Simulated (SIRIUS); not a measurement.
A run of SIRIUS 7.12.0:

File sirius.json:

```json
{
  "control": {
    "processing_unit": "cpu",
    "std_evp_solver_name": "lapack",
    "gen_evp_solver_name": "lapack",
    "verbosity": 2,
    "print_forces": true,
    "ortho_rf": true,
    "use_second_variation": true,
    "rmt_max": 3.0,
    "num_bands_to_print": 24,
    "save_wf": true
  },
  "parameters": {
    "electronic_structure_method": "full_potential_lapwlo",
    "xc_functionals": ["XC_GGA_X_PBE", "XC_GGA_C_PBE"],
    "core_relativity": "dirac",
    "valence_relativity": "koelling_harmon",
    "num_fv_states": 42,
    "smearing": "fermi_dirac",
    "smearing_width": 0.0018374661,
    "pw_cutoff": 20,
    "gk_cutoff": 3.93,
    "lmax_apw": 11,
    "lmax_rho": 8,
    "lmax_pot": 8,
    "num_mag_dims": 0,
    "auto_rmt": 0,
    "ngridk": [8, 8, 8],
    "shiftk": [0, 0, 0],
    "num_dft_iter": 80,
    "energy_tol": 1e-07,
    "density_tol": 1e-05,
    "use_symmetry": true
  },
  "settings": {"tol_ne": 1e-10},
  "iterative_solver": {"type": "exact"},
  "mixer": {"type": "anderson", "beta": 0.5, "max_history": 8},
  "unit_cell": {
    "lattice_vectors": [[0.0, 5.497610139, 5.497610139], [5.497610139, 0.0, 5.497610139], [5.497610139, 5.497610139, 0.0]],
    "atom_types": ["Au", "W"],
    "atom_files": {"Au": "Au.json", "W": "W.json"},
    "atoms": {"Au": [[0.75, 0.75, 0.75]], "W": [[0.0, 0.0, 0.0]]}
  }
}
```

File Au.json:

```json
{
  "name": "gold",
  "symbol": "Au",
  "number": 79,
  "mass": 196.966569,
  "rmin": 1e-06,
  "rmt": 2.34,
  "nrmt": 800,
  "rinf": 13.44,
  "core": "1s2s2p3s3p3d4s4p4d",
  "valence": [
    {"basis": [{"enu": 0.06, "dme": 0, "n": 0, "auto": 0}, {"enu": 0.06, "dme": 1, "n": 0, "auto": 0}]},
    {"l": 0, "n": 1, "basis": [{"enu": 0.16, "dme": 0, "n": 0, "auto": 0}]},
    {"l": 1, "n": 2, "basis": [{"enu": 0.16, "dme": 0, "n": 0, "auto": 0}]},
    {"l": 2, "n": 3, "basis": [{"enu": 0.16, "dme": 0, "n": 0, "auto": 0}]},
    {"l": 3, "n": 4, "basis": [{"enu": 0.16, "dme": 0, "n": 0, "auto": 0}]},
    {"l": 4, "n": 5, "basis": [{"enu": 0.16, "dme": 0, "n": 0, "auto": 0}]}
  ],
  "lo": [
    {"l": 0, "basis": [{"enu": 0.16, "dme": 0, "n": 0, "auto": 0}, {"enu": 0.16, "dme": 1, "n": 0, "auto": 0}]},
    {
      "l": 0,
      "basis": [{"enu": -3.5944, "dme": 0, "n": 5, "auto": 1}, {"enu": -3.5944, "dme": 1, "n": 5, "auto": 1}]
    },
    {
      "l": 0,
      "basis": [{"enu": -3.5944, "dme": 1, "n": 5, "auto": 1}, {"enu": 0.16, "dme": 0, "n": 0, "auto": 0}]
    },
    {"l": 0, "basis": [{"enu": 0.16, "dme": 0, "n": 0, "auto": 0}, {"enu": 3.0821, "dme": 0, "n": 0, "auto": 0}]},
    {"l": 1, "basis": [{"enu": 0.16, "dme": 0, "n": 0, "auto": 0}, {"enu": 0.16, "dme": 1, "n": 0, "auto": 0}]},
    {
      "l": 1,
      "basis": [{"enu": -1.8179, "dme": 0, "n": 5, "auto": 1}, {"enu": -1.8179, "dme": 1, "n": 5, "auto": 1}]
    },
    {
      "l": 1,
      "basis": [{"enu": -1.8179, "dme": 1, "n": 5, "auto": 1}, {"enu": 0.16, "dme": 0, "n": 0, "auto": 0}]
    },
    {"l": 1, "basis": [{"enu": 0.16, "dme": 0, "n": 0, "auto": 0}, {"enu": 3.5204, "dme": 0, "n": 0, "auto": 0}]},
    {"l": 2, "basis": [{"enu": 0.16, "dme": 0, "n": 0, "auto": 0}, {"enu": 0.16, "dme": 1, "n": 0, "auto": 0}]},
    {"l": 2, "basis": [{"enu": 0.16, "dme": 1, "n": 0, "auto": 0}, {"enu": 0.16, "dme": 2, "n": 0, "auto": 0}]},
    {"l": 2, "basis": [{"enu": 0.16, "dme": 0, "n": 0, "auto": 0}, {"enu": 3.009, "dme": 0, "n": 0, "auto": 0}]},
    {"l": 3, "basis": [{"enu": 0.16, "dme": 0, "n": 0, "auto": 0}, {"enu": 0.16, "dme": 1, "n": 0, "auto": 0}]},
    {
      "l": 3,
      "basis": [{"enu": -2.6291, "dme": 0, "n": 4, "auto": 1}, {"enu": -2.6291, "dme": 1, "n": 4, "auto": 1}]
    },
    {
      "l": 3,
      "basis": [{"enu": -2.6291, "dme": 1, "n": 4, "auto": 1}, {"enu": 0.16, "dme": 0, "n": 0, "auto": 0}]
    },
    {"l": 3, "basis": [{"enu": 0.16, "dme": 0, "n": 0, "auto": 0}, {"enu": 4.397, "dme": 0, "n": 0, "auto": 0}]},
    {"l": 4, "basis": [{"enu": 0.16, "dme": 0, "n": 0, "auto": 0}, {"enu": 0.16, "dme": 1, "n": 0, "auto": 0}]},
    {"l": 4, "basis": [{"enu": 0.16, "dme": 0, "n": 0, "auto": 0}, {"enu": 3.6665, "dme": 0, "n": 0, "auto": 0}]}
  ],
  "free_atom": [... radial grid and density of the free atom, the start of the SCF ...]
}
```

The input W.json:

```json
{
  "name": "tungsten",
  "symbol": "W",
  "number": 74,
  "mass": 183.84,
  "rmin": 1e-06,
  "rmt": 2.34,
  "nrmt": 800,
  "rinf": 14.93,
  "core": "1s2s2p3s3p3d4s4p4d",
  "valence": [
    {"basis": [{"enu": 0.06, "dme": 0, "n": 0, "auto": 0}, {"enu": 0.06, "dme": 1, "n": 0, "auto": 0}]},
    {"l": 0, "n": 1, "basis": [{"enu": 0.16, "dme": 0, "n": 0, "auto": 0}]},
    {"l": 1, "n": 2, "basis": [{"enu": 0.16, "dme": 0, "n": 0, "auto": 0}]},
    {"l": 2, "n": 3, "basis": [{"enu": 0.16, "dme": 0, "n": 0, "auto": 0}]},
    {"l": 3, "n": 4, "basis": [{"enu": 0.16, "dme": 0, "n": 0, "auto": 0}]},
    {"l": 4, "n": 5, "basis": [{"enu": 0.16, "dme": 0, "n": 0, "auto": 0}]}
  ],
  "lo": [
    {"l": 0, "basis": [{"enu": 0.16, "dme": 0, "n": 0, "auto": 0}, {"enu": 0.16, "dme": 1, "n": 0, "auto": 0}]},
    {
      "l": 0,
      "basis": [{"enu": -2.5675, "dme": 0, "n": 5, "auto": 1}, {"enu": -2.5675, "dme": 1, "n": 5, "auto": 1}]
    },
    {
      "l": 0,
      "basis": [{"enu": -2.5675, "dme": 1, "n": 5, "auto": 1}, {"enu": 0.16, "dme": 0, "n": 0, "auto": 0}]
    },
    {"l": 0, "basis": [{"enu": 0.16, "dme": 0, "n": 0, "auto": 0}, {"enu": 3.0821, "dme": 0, "n": 0, "auto": 0}]},
    {"l": 1, "basis": [{"enu": 0.16, "dme": 0, "n": 0, "auto": 0}, {"enu": 0.16, "dme": 1, "n": 0, "auto": 0}]},
    {
      "l": 1,
      "basis": [{"enu": -1.2574, "dme": 0, "n": 5, "auto": 1}, {"enu": -1.2574, "dme": 1, "n": 5, "auto": 1}]
    },
    {
      "l": 1,
      "basis": [{"enu": -1.2574, "dme": 1, "n": 5, "auto": 1}, {"enu": 0.16, "dme": 0, "n": 0, "auto": 0}]
    },
    {"l": 1, "basis": [{"enu": 0.16, "dme": 0, "n": 0, "auto": 0}, {"enu": 3.5204, "dme": 0, "n": 0, "auto": 0}]},
    {"l": 2, "basis": [{"enu": 0.16, "dme": 0, "n": 0, "auto": 0}, {"enu": 0.16, "dme": 1, "n": 0, "auto": 0}]},
    {"l": 2, "basis": [{"enu": 0.16, "dme": 1, "n": 0, "auto": 0}, {"enu": 0.16, "dme": 2, "n": 0, "auto": 0}]},
    {"l": 2, "basis": [{"enu": 0.16, "dme": 0, "n": 0, "auto": 0}, {"enu": 3.009, "dme": 0, "n": 0, "auto": 0}]},
    {"l": 3, "basis": [{"enu": 0.16, "dme": 0, "n": 0, "auto": 0}, {"enu": 0.16, "dme": 1, "n": 0, "auto": 0}]},
    {
      "l": 3,
      "basis": [{"enu": -0.9062, "dme": 0, "n": 4, "auto": 1}, {"enu": -0.9062, "dme": 1, "n": 4, "auto": 1}]
    },
    {
      "l": 3,
      "basis": [{"enu": -0.9062, "dme": 1, "n": 4, "auto": 1}, {"enu": 0.16, "dme": 0, "n": 0, "auto": 0}]
    },
    {"l": 3, "basis": [{"enu": 0.16, "dme": 0, "n": 0, "auto": 0}, {"enu": 4.397, "dme": 0, "n": 0, "auto": 0}]},
    {"l": 4, "basis": [{"enu": 0.16, "dme": 0, "n": 0, "auto": 0}, {"enu": 0.16, "dme": 1, "n": 0, "auto": 0}]},
    {"l": 4, "basis": [{"enu": 0.16, "dme": 0, "n": 0, "auto": 0}, {"enu": 3.6665, "dme": 0, "n": 0, "auto": 0}]}
  ],
  "free_atom": [... radial grid and density of the free atom, the start of the SCF ...]
}
```

The input sirius_start.json:

```json
{
  "control": {
    "processing_unit": "cpu",
    "std_evp_solver_name": "lapack",
    "gen_evp_solver_name": "lapack",
    "verbosity": 1,
    "print_forces": false,
    "ortho_rf": true,
    "use_second_variation": true,
    "rmt_max": 3.0,
    "num_bands_to_print": 24,
    "save_wf": false
  },
  "parameters": {
    "electronic_structure_method": "full_potential_lapwlo",
    "xc_functionals": ["XC_LDA_X", "XC_LDA_C_PW"],
    "core_relativity": "dirac",
    "valence_relativity": "koelling_harmon",
    "num_fv_states": 42,
    "smearing": "fermi_dirac",
    "smearing_width": 0.0055123983,
    "pw_cutoff": 20,
    "gk_cutoff": 3.15,
    "lmax_apw": 11,
    "lmax_rho": 8,
    "lmax_pot": 8,
    "num_mag_dims": 0,
    "auto_rmt": 0,
    "ngridk": [3, 3, 3],
    "shiftk": [0, 0, 0],
    "num_dft_iter": 30,
    "energy_tol": 0.01,
    "density_tol": 0.05,
    "use_symmetry": true
  },
  "settings": {"tol_ne": 1e-10},
  "iterative_solver": {"type": "exact"},
  "mixer": {"type": "anderson", "beta": 0.5, "max_history": 8},
  "unit_cell": {
    "lattice_vectors": [[0.0, 5.497610139, 5.497610139], [5.497610139, 0.0, 5.497610139], [5.497610139, 5.497610139, 0.0]],
    "atom_types": ["Au", "W"],
    "atom_files": {"Au": "Au.json", "W": "W.json"},
    "atoms": {"Au": [[0.75, 0.75, 0.75]], "W": [[0.0, 0.0, 0.0]]}
  }
}
```

sirius_bands.json

```json
{
  "control": {
    "processing_unit": "cpu",
    "std_evp_solver_name": "lapack",
    "gen_evp_solver_name": "lapack",
    "verbosity": 2,
    "print_forces": true,
    "ortho_rf": true,
    "use_second_variation": true,
    "rmt_max": 3.0,
    "num_bands_to_print": 24,
    "save_wf": true
  },
  "parameters": {
    "electronic_structure_method": "full_potential_lapwlo",
    "xc_functionals": ["XC_GGA_X_PBE", "XC_GGA_C_PBE"],
    "core_relativity": "dirac",
    "valence_relativity": "koelling_harmon",
    "num_fv_states": 42,
    "smearing": "fermi_dirac",
    "smearing_width": 0.0018374661,
    "pw_cutoff": 20,
    "gk_cutoff": 3.93,
    "lmax_apw": 11,
    "lmax_rho": 8,
    "lmax_pot": 8,
    "num_mag_dims": 0,
    "auto_rmt": 0,
    "ngridk": [8, 8, 8],
    "shiftk": [0, 0, 0],
    "num_dft_iter": 80,
    "energy_tol": 1e-07,
    "density_tol": 1e-05,
    "use_symmetry": true
  },
  "settings": {"tol_ne": 1e-10},
  "iterative_solver": {"type": "exact"},
  "mixer": {"type": "anderson", "beta": 0.5, "max_history": 8},
  "unit_cell": {
    "lattice_vectors": [[0.0, 5.497610139, 5.497610139], [5.497610139, 0.0, 5.497610139], [5.497610139, 5.497610139, 0.0]],
    "atom_types": ["Au", "W"],
    "atom_files": {"Au": "Au.json", "W": "W.json"},
    "atoms": {"Au": [[0.75, 0.75, 0.75]], "W": [[0.0, 0.0, 0.0]]}
  },
  "kpoints_rel": {
    "G": [0.0, 0.0, 0.0],
    "K": [0.375, 0.375, 0.75],
    "L": [0.5, 0.5, 0.5],
    "U": [0.625, 0.25, 0.625],
    "W": [0.5, 0.25, 0.75],
    "X": [0.5, 0.0, 0.5]
  },
  "kpoints_path": ["G", "X", "W", "K", "G", "L", "U", "W", "L", "K"]
}
```

Potentials or basis: all-electron FP-LAPW (Koelling-Harmon valence), apw+lo standard.

Command:

```console
$ OMP_NUM_THREADS=1 sirius.scf --input=sirius_start.json --output=start.json
$ OMP_NUM_THREADS=1 sirius.scf --input=sirius.json --output=output.json --task=1
$ OMP_NUM_THREADS=1 sirius.scf --input=sirius_bands.json --output=bands_out.json --task=2
```

Hardware: 1 thread of Arm Neoverse V1, with other jobs on the host.

Q: How long does it take, and how much memory?

A: Run time: 3.3 min on 1 thread of Arm Neoverse V1, on a shared host, peak memory 0.57 GiB. Counts: scf iterations 10, k points 29, plane waves 331, basis 485, bands 42.
